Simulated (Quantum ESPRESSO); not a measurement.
A run of Quantum ESPRESSO 7.5 is set up as follows.

The input pw.in:

```
&CONTROL
  calculation = 'vc-relax'
  prefix = 'pwscf'
  outdir = './tmp'
  pseudo_dir = './pseudo'
  tprnfor = .true.
  tstress = .true.
  disk_io = 'low'
  nstep = 40
  forc_conv_thr = 0.0004
  etot_conv_thr = 1d-05
/
&SYSTEM
  ibrav = 0
  nat = 2
  ntyp = 1
  ecutwfc = 36
  ecutrho = 216
  nbnd = 9
  occupations = 'smearing'
  smearing = 'fd'
  degauss = 0.00367493
/
&ELECTRONS
  conv_thr = 4d-10
  electron_maxstep = 120
  mixing_beta = 0.5
/
&IONS
  ion_dynamics = 'bfgs'
/
&CELL
  cell_dynamics = 'bfgs'
  press = 0
  press_conv_thr = 0.3
/
ATOMIC_SPECIES
Si    28.0850 Si.GGA_PBE-JTH.UPF
CELL_PARAMETERS angstrom
   0.0000000000    2.7155000000    2.7155000000
   2.7155000000    0.0000000000    2.7155000000
   2.7155000000    2.7155000000    0.0000000000
ATOMIC_POSITIONS crystal
Si     0.0000000000    0.0000000000    0.0000000000
Si     0.2500000000    0.2500000000    0.2500000000
K_POINTS automatic
8 8 8 0 0 0
```

Potentials or basis: JTH 2.0 PBE.

Command:

```console
$ OMP_NUM_THREADS=1 pw.x -in pw.in > pw.out
```

(1) Predict the relaxed cell.

(2) What does it give for the band gap on the k mesh?

(3) Estimate the space group after relaxing (to 0.05 Å).

(4) What does it give for the relaxed volume?

## Answers

(1) a = 3.867 Å, b = 3.867 Å, c = 3.867 Å, α = 60.00°, β = 60.00°, γ = 60.00°.

(2) 0.66 eV, indirect (least direct gap 2.56 eV).

(3) Fd-3m (No. 227).

(4) 20.45 Å³/atom.

Caveat: the cutoff is low for these files, which shifts pressure and relaxed volume.
